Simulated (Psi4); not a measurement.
# SiCl2F (SMILES F[Si](Cl)Cl): levels of theory compared

Aim: a comparison of 5 runs (UHF/STO-3G, UHF/3-21G, UB3LYP/6-31G*, UHSE06/6-311+G**) of SiCl2F. 

Program for the calculation: Psi4 1.11.

1 further run of the same task is left out (set aside as unsound or not needed).

### Step 1. The structure to begin with

SiCl2F: 4 atoms, total charge 0, spin state doublet. As SMILES, `F[Si](Cl)Cl`. One bond was lengthened or shortened from a relaxed shape.

Bond lengths: F1–Si2 1.619 Å, Si2–Cl3 2.009 Å, Si2–Cl4 2.310 Å. Angles: F1–Si2–Cl3 104.6°, F1–Si2–Cl4 104.6°, Cl3–Si2–Cl4 115.3°.

### Step 2. The energy at UHF/STO-3G (run 1)

Contents of cl2fsi.json:

```json
{
 "schema_name": "qcschema_input",
 "schema_version": 1,
 "molecule": {
  "schema_name": "qcschema_molecule",
  "schema_version": 2,
  "symbols": ["F", "Si", "Cl", "Cl"],
  "geometry": [2.14009594, -1.17055872, 2.03394057, 0.01337926, -1.25705149, -0.16341407, -3.29231865, -1.21356889, 1.70240702, 0.82233322, 2.26364623, -2.61409594],
  "molecular_charge": 0,
  "molecular_multiplicity": 2,
  "fix_symmetry": "c1",
  "fix_com": true,
  "fix_orientation": true
 },
 "driver": "energy",
 "model": {
  "method": "hf",
  "basis": "STO-3G"
 },
 "keywords": {
  "reference": "uhf",
  "puream": true,
  "e_convergence": 1e-09,
  "d_convergence": 1e-08,
  "scf_type": "pk",
  "maxiter": 200
 }
}
```

Started as:

```console
psi4 --qcschema cl2fsi.json -n 1 --memory 1600MB
```

stdout:

```text
[...]
  Running in c1 symmetry.
[...]
  Nuclear repulsion =  254.191498788099608
[...]
  Multiplicity = 2
[...]
  Nalpha       = 29
  Nbeta        = 28
[...]
    Number of basis functions: 32
[...]
   @UHF iter   1: -1292.74006292267723   -1.41615e+00   1.03770e-02 DIIS/ADIIS
[...]
   @UHF iter  14: -1292.87392857807436   -3.63798e-12   9.66935e-09 DIIS
[...]
   @S^2 Observed:                7.612851917E-01
[...]
  @UHF Final Energy: -1292.87392857807436
   => Energetics <=
    Nuclear Repulsion Energy =            254.1914987880996080
    One-Electron Energy =               -2303.3936235308492542
    Two-Electron Energy =                 756.3281961646753189
    Total Energy =                      -1292.8739285780743558
  UHF NO Occupations:
  HONO-2 :   27  A 1.9987497
  HONO-1 :   28  A 1.9960313
[...]
 Multipole Moments:
 ------------------------------------------------------------------------------------
     Multipole            Electronic (a.u.)      Nuclear  (a.u.)        Total (a.u.)
 ------------------------------------------------------------------------------------
 L = 1.  Multiply by 2.5417464519 to convert [e a0] to [Debye]
 Dipole X            :         22.8381602          -22.5415792            0.2965809
 Dipole Y            :          9.0584519          -10.2824346           -1.2239827
 Dipole Z            :         -0.5105978            0.5189565            0.0083587
 Magnitude           :                                                    1.2594299
[...]
```

The result, in JSON:

```text
{
 "driver": "energy",
 "model": {
  "method": "hf",
  "basis": "STO-3G"
 },
 "success": true,
 "return_result": -1292.8739285780744,
 "properties": {
  "calcinfo_nbasis": 32,
  "calcinfo_nmo": 32,
  "calcinfo_nalpha": 29,
  "calcinfo_nbeta": 28,
  "calcinfo_natom": 4,
  "nuclear_repulsion_energy": 254.1914987880996,
  "return_energy": -1292.8739285780744,
  "scf_one_electron_energy": -2303.3936235308493,
  "scf_two_electron_energy": 756.3281961646753,
  "scf_dipole_moment": [0.2965809414991689, -1.2239826958953124, 0.008358669581656208],
  "scf_total_energy": -1292.8739285780744,
  "scf_iterations": 14
 }
}
```

Run time: 1.9 s. Hardware: 1 thread of Intel Xeon Platinum 8259CL at 2.50GHz (Skylake/Cascade Lake), shared host; peak memory 0.18 GiB.

### Step 3. Energy and forces at UHF/3-21G (run 2)

Contents of cl2fsi.xyz:

```xyz
4
Cl2FSi
F      1.132490    -0.619433     1.076315
Si     0.007080    -0.665203    -0.086475
Cl    -1.742220    -0.642193     0.900875
Cl     0.435160     1.197870    -1.383320
```

Contents of calc.py:

```python
import psi4

psi4.set_memory(1600000000)
psi4.set_num_threads(1)
psi4.set_output_file('run.log', False)

with open('cl2fsi.xyz') as f:
    atoms = ''.join(f.readlines()[2:])
geom = psi4.geometry('0 2\n' + atoms + 'symmetry c1\nno_reorient\nno_com')

options = {'reference': 'uhf', 'puream': True, 'e_convergence': 1e-09, 'd_convergence': 1e-08, 'scf_type': 'pk', 'maxiter': 200}
psi4.set_options(options)

energy_value, wavefunction = psi4.gradient("scf/3-21G", return_wfn=True)
psi4.oeprop(wavefunction, "QUADRUPOLE", "MULLIKEN_CHARGES", "WIBERG_LOWDIN_INDICES", title="SCF")
print('gradient / Eh bohr^-1')
print(energy_value.np.round(6))
print(f'energy = {wavefunction.energy():.10f} Eh')
```

Started as:

```console
python calc.py
```

run.log:

```text
[...]
  Running in c1 symmetry.
[...]
  Nuclear repulsion =  254.191498613501267
[...]
  Multiplicity = 2
[...]
  Nalpha       = 29
  Nbeta        = 28
[...]
    Number of basis functions: 48
[...]
   @UHF iter   1: -1300.91332592745857   -5.13785e-01   7.25010e-03 DIIS/ADIIS
[...]
   @UHF iter  15: -1300.98766154302507   -2.50111e-12   7.43335e-09 DIIS
[...]
   @S^2 Observed:                7.602461862E-01
[...]
  @UHF Final Energy: -1300.98766154302507
   => Energetics <=
    Nuclear Repulsion Energy =            254.1914986135012668
    One-Electron Energy =               -2308.7134287695744206
    Two-Electron Energy =                 753.5342686130483116
    Total Energy =                      -1300.9876615430248421
  UHF NO Occupations:
  HONO-2 :   27  A 1.9992704
  HONO-1 :   28  A 1.9959603
[...]
  -Total Gradient:
     Atom            X                  Y                   Z
    ------   -----------------  -----------------  -----------------
       1       -0.003675583352     0.002619152392     0.001847309772
       2       -0.056145701407    -0.022814783764     0.036040309871
       3        0.051372208204    -0.002370802965    -0.022794010652
       4        0.008449076532     0.022566434332    -0.015093609016
[...]
  Mulliken Charges: (a.u.)
   Center  Symbol    Alpha    Beta     Spin     Total
       1     F     4.75808  4.72089  0.03719 -0.47897
       2    SI     6.69254  5.96898  0.72356  1.33849
       3    CL     8.74022  8.66546  0.07476 -0.40569
       4    CL     8.80916  8.64467  0.16449 -0.45383
   Total alpha = 29.00000, Total beta = 28.00000, Total charge =  0.00000
  Wiberg Bond Indices using Orthogonal Lowdin Orbitals:
  Total Bond Index:
  Irrep: 1 Size: 4 x 4
[...]
```

Standard output:

```text
gradient / Eh bohr^-1
[[-0.003676  0.002619  0.001847]
 [-0.056146 -0.022815  0.03604 ]
 [ 0.051372 -0.002371 -0.022794]
 [ 0.008449  0.022566 -0.015094]]
energy = -1300.9876615430 Eh
```

Wall time 2.4 s (1 thread of Intel Xeon Platinum 8259CL at 2.50GHz (Skylake/Cascade Lake), shared host); peak memory 0.19 GiB.

Runs 3 to 4 aren't shown in full; the table further down has their settings and results.

### Step 4. The energy at UHSE06/6-311+G(d,p) (run 5)

cl2fsi.xyz is that of step 3.

Contents of job.py:

```python
import psi4

psi4.set_memory('1600 MB')
psi4.set_num_threads(1)
psi4.core.set_output_file('run.log', False)

with open('cl2fsi.xyz') as f:
    atoms = ''.join(f.readlines()[2:])
mol = psi4.geometry('0 2\n' + atoms + 'symmetry c1\nno_reorient\nno_com')

options = {'reference': 'uks', 'puream': True, 'e_convergence': 1e-09, 'd_convergence': 1e-08, 'scf_type': 'pk', 'dft_radial_points': 99, 'dft_spherical_points': 590, 'maxiter': 200}
psi4.set_options(options)

energy_value, wavefunction = psi4.energy("hse06/6-311+G**", return_wfn=True)
psi4.oeprop(wavefunction, "MULLIKEN_CHARGES", "LOWDIN_CHARGES", "QUADRUPOLE", title="HSE06")
print(f'hse06/6-311+G** energy: {energy_value:.10f} Eh')
```

Started as:

```console
python job.py
```

run.log:

```text
[...]
  Running in c1 symmetry.
[...]
  Nuclear repulsion =  254.191498613501267
[...]
  Multiplicity = 2
[...]
  Nalpha       = 29
  Nbeta        = 28
[...]
    Number of basis functions: 112
[...]
   @UKS iter   1: -1309.33771251204371   -2.40246e-01   4.85944e-03 DIIS/ADIIS
[...]
   @UKS iter  13: -1309.42968370787162    2.27374e-13   4.19438e-09 DIIS
[...]
   @S^2 Observed:                7.533715039E-01
[...]
  @UKS Final Energy: -1309.42968370787162
   => Energetics <=
    Nuclear Repulsion Energy =            254.1914986135012668
    One-Electron Energy =               -2317.1157109680643771
    Two-Electron Energy =                 820.4313900198696956
    DFT Exchange-Correlation Energy =     -66.9368613731781181
    Empirical Dispersion Energy =           0.0000000000000000
    VV10 Nonlocal Energy =                  0.0000000000000000
    Total Energy =                      -1309.4296837078716180
[...]
 Multipole Moments:
 ------------------------------------------------------------------------------------
     Multipole            Electronic (a.u.)      Nuclear  (a.u.)        Total (a.u.)
 ------------------------------------------------------------------------------------
 L = 1.  Multiply by 2.5417464519 to convert [e a0] to [Debye]
 Dipole X            :         22.1676618          -22.5415792           -0.3739174
 Dipole Y            :          9.5530246          -10.2824345           -0.7294099
 Dipole Z            :         -0.5546085            0.5189566           -0.0356519
 Magnitude           :                                                    0.8204414
 L = 2.  Multiply by 1.3450342976 to convert [e a0^2] to [Debye ang]
 Quadrupole XX       :       -269.9848007          236.9877001          -32.9971005
 Quadrupole XY       :        -76.9136102           76.7863292           -0.1272810
[...]
```

On the terminal:

```text
hse06/6-311+G** energy: -1309.4296837079 Eh
```

Wall time 44 s (1 thread of Intel Xeon Platinum 8259CL at 2.50GHz (Skylake/Cascade Lake), shared host); peak memory 0.76 GiB.

### Step 5. Overview of the runs

```
run                                level      task         integration grid   energy (Eh)  dipole moment (D)  HOMO energy (eV)  LUMO energy (eV)  wall time
  1                           UHF/STO-3G    energy                        –  -1292.873929               3.20             -8.62              2.15      1.9 s
  2                            UHF/3-21G  gradient                        –  -1300.987662               2.96            -11.26             -1.39      2.4 s
  3  UB3LYP/6-31G* (spherical functions)  gradient  99 radial × 590 angular  -1309.810073               1.99             -7.51             -4.63       19 s
  4  UB3LYP/6-31G* (Cartesian functions)    energy  99 radial × 590 angular  -1309.819574               1.99             -7.51             -4.63       14 s
  5                     UHSE06/6-311+G**    energy  99 radial × 590 angular  -1309.429684               2.09             -7.64             -4.87       44 s
```

### Step 6. What came out

| quantity | value |
| --- | --- |
| run 5: total energy | -1309.42968 Eh |
| run 5: dipole moment | 2.09 D |
| run 5: HOMO energy (highest over α and β) | -7.64 eV |
| run 5: LUMO energy (lowest over α and β) | -4.87 eV |
| run 5: ⟨S²⟩ | 0.753 |

What this shows: The dipole moment (its size) runs from 1.99 D (UB3LYP/6-31G*) to 3.20 D (UHF/STO-3G). The two ends differ in method and basis. Totals of different functionals can't be ranked against each other. In run 1 the basis is minimal, so the values are rough. All runs together took 82 s, the longest 44 s.
